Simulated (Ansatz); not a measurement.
# H8N2SSi2: a ladder of functionals and wavefunction methods

One table from this session's results is given with a row withheld; the runs are named, their logs left out.

Method: functionals in def2-TZVPP, the program's frozen cores in correlated methods; program: Ansatz 0.2.0, Gaussian basis.

The runs, in order: PBE-D4, r2SCAN-D4, PBE0-D4, B3LYP-D4, ωB97X-V, ωB97M-V, B2PLYP; CCSD(T)/def2-TZVPP; MP2/def2-QZVPP; extrapolation to the limit.

## The relaxed structure

An earlier PBE0-D4 in a triple-zeta def2 set relaxation fixed the geometry.

13 atoms, charge 0, spin multiplicity 1.

Atoms are counted from 1 here; the program's logs count them from 0.

Bond lengths: N1–Si2 1.723 Å, N1–H6 1.009 Å, N1–H7 1.009 Å, Si2–S3 2.123 Å, Si2–H8 1.486 Å, Si2–H9 1.489 Å, S3–Si4 2.161 Å, Si4–N5 1.709 Å, Si4–H10 1.483 Å, Si4–H11 1.481 Å, N5–H12 1.008 Å, N5–H13 1.008 Å. Angles: Si2–N1–H6 118.8°, Si2–N1–H7 119.2°, H6–N1–H7 110.8°, N1–Si2–S3 109.3°, N1–Si2–H8 105.2°, N1–Si2–H9 116.5°, S3–Si2–H8 113.3°, S3–Si2–H9 104.5°, H8–Si2–H9 108.3°, Si2–S3–Si4 97.7°, S3–Si4–N5 117.1°, S3–Si4–H10 103.4°, S3–Si4–H11 108.6°, N5–Si4–H10 108.8°, N5–Si4–H11 107.9°, H10–Si4–H11 111.0°, Si4–N5–H12 120.0°, Si4–N5–H13 117.5° and more.

Set-up of the first run:

Contents of in.yaml:

```yaml
crystal:
  periodic: [false, false, false]
  atoms:
    - {symbol: N, position_ang: [-1.036256, -1.006318, -1.012077]}
    - {symbol: Si, position_ang: [-0.032557, -1.668334, 0.221596]}
    - {symbol: S, position_ang: [-0.091094, -0.406526, 1.928040]}
    - {symbol: Si, position_ang: [0.014439, 1.486426, 0.890393]}
    - {symbol: N, position_ang: [1.106362, 1.595430, -0.420111]}
    - {symbol: H, position_ang: [-0.924892, -1.336893, -1.958560]}
    - {symbol: H, position_ang: [-2.006596, -0.819883, -0.809567]}
    - {symbol: H, position_ang: [1.318447, -1.768651, -0.388874]}
    - {symbol: H, position_ang: [-0.413753, -3.011414, 0.738311]}
    - {symbol: H, position_ang: [0.440336, 2.434818, 1.947647]}
    - {symbol: H, position_ang: [-1.336028, 1.825321, 0.387030]}
    - {symbol: H, position_ang: [2.099305, 1.562431, -0.252161]}
    - {symbol: H, position_ang: [0.862268, 1.113581, -1.271667]}
basis:
  gaussian: {orbitals: def2-TZVPP}
hamiltonian: {xc: pbe, dispersion: d4}
output: {forces: true, orbitals: {seedname: orbitals}}
```

Command:

```sh
ansatz run in.yaml --threads 2 --pin off --events-out ev --progress --plain --max-ram 32768MiB --backend cuda --devices 0, --max-vram 18GiB
```

Steps of the session up to this table: PBE-D4 (GGA); r2SCAN-D4 (meta-GGA); PBE0-D4 (hybrid); B3LYP-D4 (hybrid); ωB97X-V (range-separated); ωB97M-V (range-separated); B2PLYP (double hybrid); CCSD(T) in def2-TZVPP; MP2 in def2-QZVPP.

One of the session's tables, all rows but one given; the rest of the session is left out.

| method | atomisation energy (kJ/mol) |
| --- | --- |
| PBE-D4 | 4320.8 |
| r2SCAN-D4 | 4281.5 |
| PBE0-D4 | 4265.2 |
| B3LYP-D4 | 4303.9 |
| ωB97X-V | 4336.0 |
| ωB97M-V | 4325.3 |
| B2PLYP | 4234.0 |
| HF/def2-TZVPP | 3032.5 |
| MP2/def2-TZVPP | 4187.9 |
| CCSD/def2-TZVPP | 4098.8 |
| CCSD(T)/def2-TZVPP | 4159.0 |
| MP2/CBS | ? |
| CCSD(T)/CBS | 4305.9 |

Q: Estimate the row for MP2/CBS from the others.

**Answer.** atomisation energy (kJ/mol): 4334.8. In the column «atomisation energy (kJ/mol)» it lies between ωB97M-V (4325.3) and ωB97X-V (4336.0).
